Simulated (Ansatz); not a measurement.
# AlGeH₅ (singlet): from Hartree-Fock to the top rungs at distance Al2–H7 = 1.771 Å, cc-pVDZ

Aim: climb from Hartree-Fock through coupled cluster and multireference methods for AlGeH₅ (singlet) at one geometry and basis, and see what each rung misses.

The runs use Ansatz 0.2.0, Gaussian basis; cc-pVDZ, core rule «outside noble gas», up to 19 orbitals frozen.

To be run: UHF; CCSD(T) on RHF; BCCD(T) on RHF; CISD; CCSDT(Q) on RHF; CASSCF and NEVPT2, 2 electrons in 2 orbitals; CASSCF and NEVPT2, 8 electrons in 8 orbitals.

26 further runs of the same task are left out: 1 for a mislabelled method, 18 that didn't finish, 7 set aside as unsound or not needed.

### Step 1. The system

The geometry derives from a PBE0/def2-TZVP stationary point (not a proven minimum). One bond is set to the value named and the two fragments are kept rigid. No spin-orbit coupling is included. The filled d shell of Ge may be among the frozen orbitals whatever the setting's name suggests; the logs give the count.

7 atoms, charge 0, spin multiplicity 1.

Atoms are counted from 1 here; the program's logs count them from 0.

Bond lengths: Ge1–Al2 2.479 Å, Ge1–H3 1.541 Å, Ge1–H4 1.543 Å, Ge1–H5 1.543 Å, Al2–H6 1.588 Å, Al2–H7 1.771 Å. Angles: Al2–Ge1–H3 113.9°, Al2–Ge1–H4 111.3°, Al2–Ge1–H5 111.3°, H3–Ge1–H4 106.9°, H3–Ge1–H5 106.9°, H4–Ge1–H5 106.0°, Ge1–Al2–H6 121.3°, Ge1–Al2–H7 119.4°, H6–Al2–H7 119.3°.

### Step 2. UHF

in.yaml reads:

```yaml
crystal:
  periodic: [false, false, false]
  atoms:
    - {symbol: Ge, position_ang: [0.000000, 0.002433, 0.686247]}
    - {symbol: Al, position_ang: [0.000000, 0.002559, -1.792466]}
    - {symbol: H, position_ang: [0.000000, 1.410559, 1.311181]}
    - {symbol: H, position_ang: [1.232737, -0.737217, 1.247318]}
    - {symbol: H, position_ang: [-1.232737, -0.737217, 1.247318]}
    - {symbol: H, position_ang: [0.000000, 1.359709, -2.616495]}
    - {symbol: H, position_ang: [0.000000, -1.539639, -2.663136]}
basis:
  gaussian: {orbitals: cc-pVDZ}
magnetization: {spin_polarized: true, initial_magnetization: 0}
hamiltonian: {xc: hf}
output: {orbitals: {seedname: orbitals}}
```

The run is started by

```console
$ ansatz run in.yaml --threads 1 --pin off --events-out ev --progress --plain --max-ram 2393MiB
```

The runs that follow: CCSD(T) on RHF; BCCD(T) on RHF; CISD; CCSDT(Q) on RHF; CASSCF and NEVPT2, 2 electrons in 2 orbitals; CASSCF and NEVPT2, 8 electrons in 8 orbitals.

Q: Predict the results of all the runs planned. Wanted: RCCSDT(Q) below the RHF energy; RMP2 from RCCSDT(Q); RCCSD from RCCSDT(Q); RCCSD(T) from RCCSDT(Q); NEVPT2 pair from RCCSDT(Q); NEVPT2 frontier from RCCSDT(Q); T1 diagnostic.

As calculated:

```
                         quantity                      value
   RCCSDT(Q) below the RHF energy                 -5.9979 eV
              RMP2 from RCCSDT(Q)                +1383.4 meV
             RCCSD from RCCSDT(Q)                 +155.7 meV
          RCCSD(T) from RCCSDT(Q)                  +32.9 meV
       NEVPT2 pair from RCCSDT(Q)                +1354.2 meV
   NEVPT2 frontier from RCCSDT(Q)                +1328.8 meV
levels within 1 kcal/mol (43 meV)  RCCSD(T), BCCD(T), RCCSDT
                    T1 diagnostic                      0.012
```

**Reading.** RCCSD(T) misses by +32.9 meV, 0.5 % of the correlation energy. Of the multireference levels listed NEVPT2 frontier comes nearest in total energy (+1328.8 meV), which doesn't show that its space is the better one. These misses are within one basis, not against nature.
